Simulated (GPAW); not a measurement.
# GaGe (F-43m) in GPAW: equation of state

Aim: energy against volume of GaGe in PBEsol, for its equilibrium volume and stiffness.

Everything below comes from runs of GPAW 26.7.0. Logs are shortened: lines on timing, memory, paths and dates and some standing lists are left out, and cuts for length are marked. The log counts tension as positive stress, the text compression.

### Step 1. The crystal as given

Symmetry: F-43m, No. 216, cubic system. Conventional cell: a = 5.796 Å, b = 5.796 Å, c = 5.796 Å, α = 90.00°, β = 90.00°, γ = 90.00°. Ge (site symmetry -43m) is surrounded by 4 Ga at 2.51 Å. Ga (site symmetry -43m) has 4 Ge at 2.51 Å as nearest neighbours.

The cell comes from a database or a generator and needn't be the stable form of this composition.

### Step 2. Equation of state, PBEsol

File run.py:

```python
from ase import Atoms
from ase.eos import EquationOfState
from ase.io import Trajectory
from ase.units import GPa
from gpaw import GPAW, PW, setup_paths

setup_paths.insert(0, '.')

atoms = Atoms(['Ge', 'Ga'],
              cell=[[0.0, 2.897844, 2.897844],
                    [2.897844, 0.0, 2.897844],
                    [2.897844, 2.897844, 0.0]],
              scaled_positions=[[0.0, 0.0, 0.0],
                                [0.25, 0.25, 0.25]],
              pbc=True)

traj = Trajectory('eos.traj', 'w')
volumes, energies = [], []
for x in [0.94, 0.96, 0.98, 1.0, 1.02, 1.04, 1.06]:
    a = atoms.copy()
    a.set_cell(atoms.cell * x**(1 / 3), scale_atoms=True)
    calc = GPAW(mode=PW(600),
                xc='PBEsol',
                kpts={'size': (8, 8, 8), 'gamma': True},
                occupations={'name': 'fermi-dirac', 'width': 0.05},
                nbands=11,
                convergence={'density': 1e-05, 'energy': 1e-05},
                maxiter=150,
                txt=f'eos-{x:.2f}.txt')
    a.calc = calc
    energies.append(a.get_potential_energy(force_consistent=True))
    volumes.append(a.get_volume())
    p = -a.get_stress()[:3].mean() / GPa
    calc.write(f'eos-{x:.2f}.gpw')
    traj.write(a)
    print(f'{x:.2f} {volumes[-1]:10.4f} A^3 {energies[-1]:14.6f} eV {p:9.3f} GPa', flush=True)

v0, e0, B = EquationOfState(volumes, energies, eos='birchmurnaghan').fit()
print(f'V0 = {v0:.4f} A^3, E0 = {e0:.6f} eV, B0 = {B / GPa:.2f} GPa')
```

Potentials or basis: PAW data sets generated in the run's folder for this functional, pw.

Launch:

```sh
$ gpaw-setup -f PBEsol Ga Ge
$ OMP_NUM_THREADS=1 python run.py
```

Log:

```text
__  _  _
 | _ |_)|_||  |
 |__||  | ||/\| - 26.7.0

Input parameters:
  mode=PW(ecut=600.0),
  convergence={'density': 1e-05, 'energy': 1e-05},
  kpts=MonkhorstPack(size=(8, 8, 8), gamma=True),
  maxiter=150,
  nbands=11,
  occupations=Occupations(name='fermi-dirac', width=0.05),
  xc=XC(name='PBEsol')

Diagonalizing LCAO Hamiltonian
Converting LCAO to pw mode

           Ga

       Ge

Atoms  # Å, Bohr magnetons
|   | symbol |        x |        y |        z |    initial magnetic moments |
|---|--------|----------|----------|----------|-----------------------------|
| 0 |     Ge | 0.000000 | 0.000000 | 0.000000 | ( 0.0000,  0.0000,  0.0000) |
| 1 |     Ga | 1.429340 | 1.429340 | 1.429340 | ( 0.0000,  0.0000,  0.0000) |

Unit cell  # Å
| periodic |        x |        y |        z |  lengths |    angles |
|----------|----------|----------|----------|----------|-----------|
|      yes | 0.000000 | 2.858679 | 2.858679 | 4.042783 | 60.000000 |
|      yes | 2.858679 | 0.000000 | 2.858679 | 4.042783 | 60.000000 |
|      yes | 2.858679 | 2.858679 | 0.000000 | 4.042783 | 60.000000 |

Number of symmetries: 24
Symmetry operations  # r_c * U_cc + t_c -> r_c
|    | kind |            matrix            |
|----|------|------------------------------|
|  0 |  E   |  1, 0, 0,  0, 1, 0,  0, 0, 1 |
|  1 |  σ   |  1, 0, 0,  0, 0, 1,  0, 1, 0 |
|  2 |  σ   |  1, 0,-1,  0, 1,-1,  0, 0,-1 |
|  3 |  C3  |  1, 0,-1,  0, 0,-1,  0, 1,-1 |
|  4 |  C3  |  1,-1, 0,  0,-1, 1,  0,-1, 0 |
|  5 |  σ   |  1,-1, 0,  0,-1, 0,  0,-1, 1 |
|  6 |  σ   |  0, 1, 0,  1, 0, 0,  0, 0, 1 |
|  7 |  C3  |  0, 1, 0,  0, 0, 1,  1, 0, 0 |
|  8 |  C2  |  0, 1,-1,  1, 0,-1,  0, 0,-1 |
|  9 |  S4  |  0, 1,-1,  0, 0,-1,  1, 0,-1 |
| 10 |  C3  |  0, 0, 1,  1, 0, 0,  0, 1, 0 |
| 11 |  σ   |  0, 0, 1,  0, 1, 0,  1, 0, 0 |
| 12 |  S4  |  0, 0,-1,  1, 0,-1,  0, 1,-1 |
| 13 |  C3  |  0, 0,-1,  0, 1,-1,  1, 0,-1 |
| 14 |  S4  |  0,-1, 1,  1,-1, 0,  0,-1, 0 |
| 15 |  C2  |  0,-1, 1,  0,-1, 0,  1,-1, 0 |
| 16 |  C3  |  0,-1, 0,  1,-1, 0,  0,-1, 1 |
| 17 |  S4  |  0,-1, 0,  0,-1, 1,  1,-1, 0 |
| 18 |  S4  | -1, 1, 0, -1, 0, 1, -1, 0, 0 |
| 19 |  C3  | -1, 1, 0, -1, 0, 0, -1, 0, 1 |
| 20 |  C3  | -1, 0, 1, -1, 1, 0, -1, 0, 0 |
| 21 |  S4  | -1, 0, 1, -1, 0, 0, -1, 1, 0 |
| 22 |  σ   | -1, 0, 0, -1, 1, 0, -1, 0, 1 |
| 23 |  C2  | -1, 0, 0, -1, 0, 1, -1, 1, 0 |

BZ-sampling:
  Number of BZ points: 512
  Number of IBZ points: 29

  Monkhorst-Pack size: [8, 8, 8]
  Monkhorst-Pack shift: [0.0625, 0.0625, 0.0625]

K-points  # in reciprocal-cell coordinates
|     |                                coordinates |     weight |
|-----|--------------------------------------------|------------|
|   0 | (  0.00000000,   0.00000000,   0.00000000) | 0.00195312 |
|   1 | (  0.12500000,   0.12500000,   0.00000000) | 0.01171875 |
|   2 | (  0.12500000,   0.12500000,   0.12500000) | 0.01562500 |
|   3 | (  0.25000000,   0.12500000,   0.12500000) | 0.02343750 |
|   4 | (  0.25000000,   0.25000000,   0.00000000) | 0.01171875 |
|   5 | (  0.25000000,   0.25000000,   0.12500000) | 0.04687500 |
|   6 | (  0.25000000,   0.25000000,   0.25000000) | 0.01562500 |
|   7 | (  0.37500000,   0.25000000,  -0.37500000) | 0.04687500 |
|   8 | (  0.37500000,   0.25000000,   0.12500000) | 0.04687500 |
|   9 | (  0.37500000,   0.25000000,   0.25000000) | 0.04687500 |
| ... |                                            |            |
|  28 | (  0.50000000,   0.50000000,   0.50000000) | 0.00781250 |

Plane wave coefficients: 1588
Cutoff: 600.0 eV

Spin-components: 1 (collinear spins)
Bands:           11
Projectors:      10
Spin-degeneracy: 2
Datatype:        complex128

Parallelization:
  kpt:    1
  domain: 1
  band:   1

Density:
  Valence electrons: 7.0
  Components: 1
  Grid points: [24 24 24]
  Charge: 0.0  # |e|

Potential:
  Grid points: [24 24 24]

species:
  Ge:
    name:    Germanium
    Z:       32.0
    valence: 4
    core:    28
    charge:  0.0  # [|e|]
    compensation charges:
      type: gauss
      rc: 0.32  # [Å]
      lmax: 2
    cutoffs:
      filter: 1.77  # [Å]
      core: 3.42  # [Å]
    projectors
    | kind |    occ | energy [eV] | rcut [Å] |
    |------|--------|-------------|----------|
    |   4s |  2.000 |     -11.738 |    1.005 |
    |   4p |  2.000 |      -3.898 |    1.005 |
    |    s |        |      15.473 |    1.005 |
    |    p |        |      23.314 |    1.005 |
    |    d |        |       0.000 |    1.005 |

    Using partial waves for Ge as LCAO basis

  Ga:
    name:    Gallium
    Z:       31.0
    valence: 3
    core:    28
    charge:  0.0  # [|e|]
    compensation charges:
      type: gauss
      rc: 0.37  # [Å]
      lmax: 2
    cutoffs:
      filter: 2.06  # [Å]
      core: 4.17  # [Å]
    projectors
    | kind |    occ | energy [eV] | rcut [Å] |
    |------|--------|-------------|----------|
    |   4s |  2.000 |      -8.959 |    1.164 |
    |   4p |  1.000 |      -2.572 |    1.164 |
    |    s |        |      18.252 |    1.164 |
    |    p |        |      24.640 |    1.164 |
    |    d |        |       0.000 |    1.164 |

    Using partial waves for Ga as LCAO basis

Reference energy: -109900.195332  # eV

eigensolver:
  PPCG
  Converge bands: occupied
  niter=2

density mixing:
  MSR1-Mixer
  Pratt-step length: 0.05
  Maximum mixing coefficient: 0.75
  Old densities: 10
  SVD Regularization: 0.005
  Good broyden scale: 1.0
  Trust region scale: 1.0
  Backstep threshold: 4.0
  History deletion threshold: 6.0
  Fourier metric: weight=20.0, sigma=0.015

occupation numbers:
  Fermi-Dirac:
    width: 0.0500  # eV

poisson solver:
  ecut: 4800.0  # eV

xc functional:
  name: PBEsol with 2 nearest neighbor stencil

convergence criteria:
- Maximum integral of absolute [dens]ity change: 1e-05 electrons / valence electron
- Maximum [total energy] change in last 3 cyles: 1e-05 eV / valence electron
- Maximum integral of absolute [eigenst]ate change: 4e-08 eV^2 / valence electron
maximum number of iterations: 150

SCF iterations
|iter     | |      energy | eigst |  dens |
|---------|-|-------------|-------|-------|
|iter:   1| |   -7.864981 | -0.60 |       |
|iter:   2| |   -7.865186 | -2.96 | -1.02 |
|iter:   3| |   -7.860807 | -3.04 | -1.04 |
|iter:   4| |   -7.861179 | -3.88 | -1.60 |
|iter:   5| |   -7.861227 | -5.57 | -2.58 |
|iter:   6| |   -7.861236c| -6.59 | -2.99 |
|iter:   7| |   -7.861236c| -8.03c| -3.93 |
|iter:   8| |   -7.861236c| -8.48c| -4.85 |
|iter:   9| |   -7.861236c| -9.30c| -5.51c|

Converged in 9 steps
Energy contributions relative to reference atoms: (reference = -109900.195332)

Energy contributions:
  Kinetic:          23.211495
  Coulomb:         -20.292611
  Zero:              0.014689
  External:          0.000000
  Xc:              -10.790629
  Entropy:          -0.008360
  Spinorbit:         0.000000
  ----------------------------
  Free energy:      -7.865416
  Extrapolated:     -7.861236

dipole moment: (-21.696923, -21.696923, -21.696923)  # |e|*Ang

Fermi level: 3.966
Eigenvalues  # (at kpt = [0.000, 0.000, 0.000])
| band index |      eig [eV] | occ [0-2] |
|------------|---------------|-----------|
|          0 |        -6.784 |     2.000 |
|          1 |         5.751 |     0.000 |
|          2 |         5.751 |     0.000 |
|          3 |         5.751 |     0.000 |
|          4 |         6.476 |     0.000 |
|          5 |         8.434 |     0.000 |
|          6 |         8.434 |     0.000 |
|          7 |         8.434 |     0.000 |
|          8 |        11.744 |     0.000 |
|        ... |               |           |
|         10 |        14.753 |     0.000 |

No gap
No difference between direct/indirect transitions

Stress tensor  # eV/Ang^3
|         x |         y |         z |
|-----------|-----------|-----------|
| -0.002533 |  0.000000 |  0.000000 |
|  0.000000 | -0.002533 | -0.000000 |
|  0.000000 | -0.000000 | -0.002533 |

# Writing to eos-0.96.gpw (mode='')
```

It took 57 s on 1 thread of Arm Neoverse V2, shared host; peak memory 0.25 GiB.

Results:

| Quantity | Value |
| --- | --- |
| Equilibrium volume | 23.53 Å³/atom |
| Bulk modulus | 57 GPa |
| Pressure derivative of the bulk modulus | 4.7 |

Energy against volume, from the lowest point:
```
volume (Å³/atom)  energy (meV/atom)
          22.875               3.21
          23.361               0.00
          23.848               0.50
          24.335               4.31
          24.821              11.07
          25.308              20.43
          25.795              32.11
```
